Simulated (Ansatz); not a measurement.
# CoSi: the cost of one run

Method: DFT PBEsol, scalar-relativistic, plane waves, PAW, in Ansatz 0.2.0.

The COD entry's cell or inner coordinates are ideal or old and differ from later refinements, so a difference from it is no clean test against experiment.

2 further runs of the same task are left out: 2 set aside as unsound or not needed.

### 1 The structure to begin with

It takes space group P2_13 (No. 198, cubic). The conventional cell has a = 4.431 Å, b = 4.431 Å, c = 4.431 Å, α = 90.00°, β = 90.00°, γ = 90.00°. Co (site symmetry 3) has 7 Si at 2.32 to 2.43 Å as nearest neighbours. Si (site symmetry 3) is surrounded by 7 Co at 2.32 to 2.43 Å.

Coordinates:

```xyz
8
Lattice="4.4308 0.0000 0.0000 0.0000 4.4308 0.0000 0.0000 0.0000 4.4308" Properties=species:S:1:pos:R:3 pbc="T T T"
Co    0.6426    0.6426    0.6426
Co    1.5729    3.7883    2.8580
Co    2.8580    1.5729    3.7883
Co    3.7883    2.8580    1.5729
Si    3.7359    3.7359    3.7359
Si    2.9104    0.6949    1.5205
Si    1.5205    2.9104    0.6949
Si    0.6949    1.5205    2.9104
```

This cell was relaxed beforehand with the same method: volume 10.87 Å³/atom, gap on the mesh none (metal).

### 2 Relaxing with PBEsol

Input file input.yaml:

```yaml
crystal:
  lattice:
    - [4.43084907, 0.0, 0.0]
    - [0.0, 4.43084907, 0.0]
    - [0.0, 0.0, 4.43084907]
  atoms:
    - { symbol: Co, position: [0.1450189116, 0.1450189116, 0.1450189116] }
    - { symbol: Co, position: [0.3549810884, 0.8549810884, 0.6450189116] }
    - { symbol: Co, position: [0.6450189116, 0.3549810884, 0.8549810884] }
    - { symbol: Co, position: [0.8549810884, 0.6450189116, 0.3549810884] }
    - { symbol: Si, position: [0.8431597104, 0.8431597104, 0.8431597104] }
    - { symbol: Si, position: [0.6568402896, 0.1568402896, 0.3431597104] }
    - { symbol: Si, position: [0.3431597104, 0.6568402896, 0.1568402896] }
    - { symbol: Si, position: [0.1568402896, 0.3431597104, 0.6568402896] }
basis:
  ecutwfc: 420
kpoints:
  mp_grid: { grid: [8, 8, 8] }
hamiltonian:
  xc: pbesol
scf:
  occupations: { method: gaussian, width: 0.1 }
output:
  forces: true
  stress: true
  eigenvalues: true
  write_density: true
  write_potential: true
  elf: true
  volumetric_format: npy
relax:
  adjacent_minimum: "off"
  f_tol: 0.005
  max_steps: 50
  cell: { stress_tol: 0.05 }
```

Run with:

```sh
ansatz run input.yaml --threads 2 --pin off --max-ram 5120MiB --backend cpu --events-out ev --progress --plain --runs-dir out
```

What time and memory should one allow on 2 threads of Arm Neoverse V1, shared host?

About 64 s, with a peak of 0.45 GiB.
